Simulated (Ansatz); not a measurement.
# B3H3O3 (SMILES B1OBOBO1) at 3 levels

Aim: a comparison of 3 runs (HF/STO-3G, HF/def2-SVP, B3LYP/6-31G*) of B3H3O3. 

Program for the calculation: Ansatz 0.2.0.

5 further runs of the same task are left out: 5 set aside as unsound or not needed.

### 1 The structure to begin with

The species is B3H3O3 (9 atoms), meant as a singlet with charge 0. SMILES: `B1OBOBO1`. The coordinates come from a PBE0-D4/def2-TZVP relaxation. This is one conformer, not always the lowest.

Bond lengths: B1–O2 1.372 Å, O2–B3 1.372 Å, B3–O4 1.372 Å, O4–B5 1.372 Å, B1–O6 1.372 Å, B5–O6 1.372 Å, B1–H7 1.190 Å, B3–H8 1.190 Å, B5–H9 1.190 Å. Some angles: B1–O2–B3 120.3°, O2–B1–O6 119.7°, O2–B3–O4 119.7°, B3–O4–B5 120.3°, O4–B5–O6 119.7°, B1–O6–B5 120.3°, O2–B1–H7 120.2°, O6–B1–H7 120.2°, O2–B3–H8 120.2°, O4–B3–H8 120.2°.

### 2 Energy and gradient at HF/STO-3G (run 1)

Input file job.yaml:

```yaml
basis:
  gaussian:
    orbitals: STO-3G
crystal:
  periodic: [false, false, false]
  atoms:
    - symbol: B
      position_ang: [1.301600, 0.115800, -0.424700]
    - symbol: O
      position_ang: [0.612800, -1.053500, -0.624800]
    - symbol: B
      position_ang: [-0.686900, -1.172700, -0.202300]
    - symbol: O
      position_ang: [-1.297400, -0.115400, 0.423200]
    - symbol: B
      position_ang: [-0.614800, 1.056900, 0.626900]
    - symbol: O
      position_ang: [0.684600, 1.168900, 0.201600]
    - symbol: H
      position_ang: [2.429300, 0.216200, -0.792600]
    - symbol: H
      position_ang: [-1.281900, -2.188700, -0.377500]
    - symbol: H
      position_ang: [-1.147300, 1.972500, 1.170100]
output: {forces: true, orbitals: {seedname: orbitals}}
hamiltonian:
  xc: hf
accuracy: high
```

Command:

```console
$ ansatz run job.yaml --threads 1 --pin off --max-ram 2610MiB --events-out events.jsonl --progress --plain --runs-dir runs
```

Standard output:

```text
Warning: RAYON_NUM_THREADS=1 ignored (pool sized by the plan → 1); use --threads N
Functional definition: HF
  name "HF"
  exchange = exact_x
  correlation = 0
734 factors; integrals over basis functions are off by at most 3.5e-8 eV
mean field evaluation 1: about -8071.3870 eV, gradient 3.2e1 eV
mean field evaluation 2: about -8071.5550 eV, gradient 3.2e1 eV
mean field evaluation 4: about -8075.0890 eV, gradient 1.7e0 eV
mean field evaluation 8: about -8075.1008 eV, gradient 2.6e-5 eV
mean field -8075.10075619 eV, -296.7544792901 hartree, gradient 2.7e-8 eV, S^2 0.000000; 0 other end points of the search recorded, 0 dependent functions left out
the calculation of the forces begins
reference -8075.10075619 eV, -296.7544792901 hartree; 21, 21 occupied and 12, 12 virtual orbitals, 734 factors
Total energy: -8075.10075619 eV, -296.7544792901 hartree
Atom 0 at     1.301600     0.115800    -0.424700 Å, force     0.367078     0.035068    -0.117751 eV/Å
Atom 1 at     0.612800    -1.053500    -0.624800 Å, force    -0.266687     0.454089     0.269210 eV/Å
Atom 2 at    -0.686900    -1.172700    -0.202300 Å, force    -0.190838    -0.328938    -0.056200 eV/Å
Atom 3 at    -1.297400    -0.115400     0.423200 Å, force     0.558470     0.047713    -0.183341 eV/Å
Atom 4 at    -0.614800     1.056900     0.626900 Å, force    -0.169816     0.297461     0.175860 eV/Å
Atom 5 at     0.684600     1.168900     0.201600 Å, force    -0.295116    -0.505587    -0.088112 eV/Å
Atom 6 at     2.429300     0.216200    -0.792600 Å, force    -0.917254    -0.081722     0.299011 eV/Å
Atom 7 at    -1.281900    -2.188700    -0.377500 Å, force     0.482510     0.824772     0.142100 eV/Å
Atom 8 at    -1.147300     1.972500     1.170100 Å, force     0.431653    -0.742855    -0.440777 eV/Å
Dipole moment:    -0.000107    -0.000055    -0.000082 e Å
```

Run time: 1.1 s. Hardware: 1 thread of Arm Neoverse V1, shared host; peak memory 0.29 GiB.

### 3 Energy and gradient at HF/def2-SVP (run 2)

Input file run.yaml:

```yaml
crystal:
  periodic: [false, false, false]
  atoms:
    - {symbol: B, position_ang: [1.301600, 0.115800, -0.424700]}
    - {symbol: O, position_ang: [0.612800, -1.053500, -0.624800]}
    - {symbol: B, position_ang: [-0.686900, -1.172700, -0.202300]}
    - {symbol: O, position_ang: [-1.297400, -0.115400, 0.423200]}
    - {symbol: B, position_ang: [-0.614800, 1.056900, 0.626900]}
    - {symbol: O, position_ang: [0.684600, 1.168900, 0.201600]}
    - {symbol: H, position_ang: [2.429300, 0.216200, -0.792600]}
    - {symbol: H, position_ang: [-1.281900, -2.188700, -0.377500]}
    - {symbol: H, position_ang: [-1.147300, 1.972500, 1.170100]}
basis:
  gaussian: {orbitals: def2-SVP}
hamiltonian: {xc: hf}
accuracy: high
output: {forces: true, orbitals: {seedname: orbitals}}
```

Command:

```console
$ ansatz run run.yaml --threads 1 --pin off --max-ram 2610MiB --events-out events.jsonl --progress --plain --runs-dir runs
```

Standard output:

```text
Warning: RAYON_NUM_THREADS=1 ignored (pool sized by the plan → 1); use --threads N
[... 4 set-up lines as earlier in the session ...]
2319 factors; integrals over basis functions are off by at most 3.3e-9 eV
mean field evaluation 1: about -8171.5370 eV, gradient 4.6e1 eV
mean field evaluation 2: about -8171.6607 eV, gradient 4.6e1 eV
mean field evaluation 4: about -8176.0839 eV, gradient 3.4e0 eV
mean field evaluation 8: about -8176.1375 eV, gradient 9.9e-2 eV
mean field -8176.13757561 eV, -300.4675139187 hartree, gradient 7.5e-8 eV, S^2 0.000000; 0 other end points of the search recorded, 0 dependent functions left out
the calculation of the forces begins
reference -8176.13757561 eV, -300.4675139187 hartree; 21, 21 occupied and 78, 78 virtual orbitals, 2319 factors
Total energy: -8176.13757561 eV, -300.4675139187 hartree
Atom 0 at     1.301600     0.115800    -0.424700 Å, force    -0.048118    -0.002413     0.017500 eV/Å
Atom 1 at     0.612800    -1.053500    -0.624800 Å, force    -0.337823     0.577149     0.342111 eV/Å
Atom 2 at    -0.686900    -1.172700    -0.202300 Å, force     0.027858     0.044824     0.008262 eV/Å
Atom 3 at    -1.297400    -0.115400     0.423200 Å, force     0.709950     0.061562    -0.232637 eV/Å
Atom 4 at    -0.614800     1.056900     0.626900 Å, force     0.025570    -0.039621    -0.023951 eV/Å
Atom 5 at     0.684600     1.168900     0.201600 Å, force    -0.374951    -0.641794    -0.111570 eV/Å
Atom 6 at     2.429300     0.216200    -0.792600 Å, force     0.023924     0.002116    -0.008056 eV/Å
Atom 7 at    -1.281900    -2.188700    -0.377500 Å, force    -0.013848    -0.022884    -0.004094 eV/Å
Atom 8 at    -1.147300     1.972500     1.170100 Å, force    -0.012562     0.021060     0.012434 eV/Å
Dipole moment:    -0.000146    -0.000078    -0.000079 e Å
```

Run time: 6 s. Hardware: 1 thread of Arm Neoverse V1, shared host; peak memory 0.31 GiB.

### 4 Energy and forces at B3LYP/6-31G(d) (Cartesian functions) (run 3)

Input file input.yaml:

```yaml
basis:
  gaussian:
    orbitals: "6-31G*"
crystal:
  periodic: [false, false, false]
  atoms:
    - {symbol: B, position_ang: [1.301600, 0.115800, -0.424700]}
    - {symbol: O, position_ang: [0.612800, -1.053500, -0.624800]}
    - {symbol: B, position_ang: [-0.686900, -1.172700, -0.202300]}
    - {symbol: O, position_ang: [-1.297400, -0.115400, 0.423200]}
    - {symbol: B, position_ang: [-0.614800, 1.056900, 0.626900]}
    - {symbol: O, position_ang: [0.684600, 1.168900, 0.201600]}
    - {symbol: H, position_ang: [2.429300, 0.216200, -0.792600]}
    - {symbol: H, position_ang: [-1.281900, -2.188700, -0.377500]}
    - {symbol: H, position_ang: [-1.147300, 1.972500, 1.170100]}
output: {forces: true, orbitals: {seedname: orbitals}}
hamiltonian:
  xc: {name: B3LYP}
accuracy: high
total_charge: 0
```

Command:

```console
$ ansatz run input.yaml --threads 1 --pin off --max-ram 2610MiB --events-out events.jsonl --progress --plain --runs-dir runs
```

Standard output:

```text
Warning: RAYON_NUM_THREADS=1 ignored (pool sized by the plan → 1); use --threads N
Functional definition: B3LYP
  name "B3LYP"
  parameter a0 = 0.2
  parameter ax = 0.72
  parameter ac = 0.81
  exchange = (1 - a0 - ax)*slater_x + ax*b88_x + a0*exact_x
  correlation = (1 - ac)*vwn_rpa_c + ac*lyp_c
2159 factors; integrals over basis functions are off by at most 2.8e-9 eV
mean field evaluation 1: about -8219.0993 eV, gradient 6.7e1 eV
mean field evaluation 2: about -8208.7186 eV, gradient 1.0e2 eV
mean field evaluation 4: about -8226.3792 eV, gradient 4.5e-1 eV
mean field evaluation 8: about -8226.5205 eV, gradient 4.1e-2 eV
mean field evaluation 16: about -8226.5205 eV, gradient 8.2e-6 eV
mean field -8226.52048485 eV, -302.3190516822 hartree, gradient 4.6e-8 eV, S^2 0.000000; 0 other end points of the search recorded, 0 dependent functions left out
the calculation of the forces begins
reference -8226.52052250 eV, -302.3190530659 hartree; 21, 21 occupied and 75, 75 virtual orbitals, 2159 factors
Total energy: -8226.52052250 eV, -302.3190530659 hartree
Atom 0 at     1.301600     0.115800    -0.424700 Å, force     0.245202     0.023720    -0.078403 eV/Å
Atom 1 at     0.612800    -1.053500    -0.624800 Å, force     0.096898    -0.170162    -0.100915 eV/Å
Atom 2 at    -0.686900    -1.172700    -0.202300 Å, force    -0.127158    -0.219522    -0.037463 eV/Å
Atom 3 at    -1.297400    -0.115400     0.423200 Å, force    -0.210120    -0.020274     0.067549 eV/Å
Atom 4 at    -0.614800     1.056900     0.626900 Å, force    -0.113180     0.198694     0.117397 eV/Å
Atom 5 at     0.684600     1.168900     0.201600 Å, force     0.110655     0.187292     0.031510 eV/Å
Atom 6 at     2.429300     0.216200    -0.792600 Å, force    -0.019015    -0.001711     0.005998 eV/Å
Atom 7 at    -1.281900    -2.188700    -0.377500 Å, force     0.008906     0.015871     0.002620 eV/Å
Atom 8 at    -1.147300     1.972500     1.170100 Å, force     0.007812    -0.013907    -0.008294 eV/Å
Dipole moment:    -0.000120    -0.000069    -0.000059 e Å
```

Wall time 13 s (1 thread of Arm Neoverse V1, shared host); peak memory 0.33 GiB.

### 5 The series

```csv
run,level,Cartesian functions,energy (Eh),dipole moment (D),HOMO energy (eV),LUMO energy (eV),wall time
1,HF/STO-3G,no,-296.754479,0.00,-10.75,7.32,1.1 s
2,HF/def2-SVP,no,-300.467514,0.00,-13.69,3.46,6 s
3,B3LYP/6-31G* (Cartesian functions),yes,-302.319053,0.00,-9.19,-0.46,13 s
```

### 6 Summary of results

| quantity | value |
| --- | --- |
| run 3: total energy | -302.31905 Eh |
| run 3: dipole moment | 0.00 D |
| run 3: HOMO energy | -9.19 eV |
| run 3: LUMO energy | -0.46 eV |
| run 3: HOMO–LUMO gap | 8.72 eV |
| run 3: largest force on an atom | 0.259 eV/Å |

**Reading.** The HOMO–LUMO gap runs from 8.72 eV (B3LYP/6-31G*) to 18.07 eV (HF/STO-3G). The two ends differ in method and basis. In run 1 the basis is minimal, so the values are rough. All runs together took 20 s, the longest 13 s.
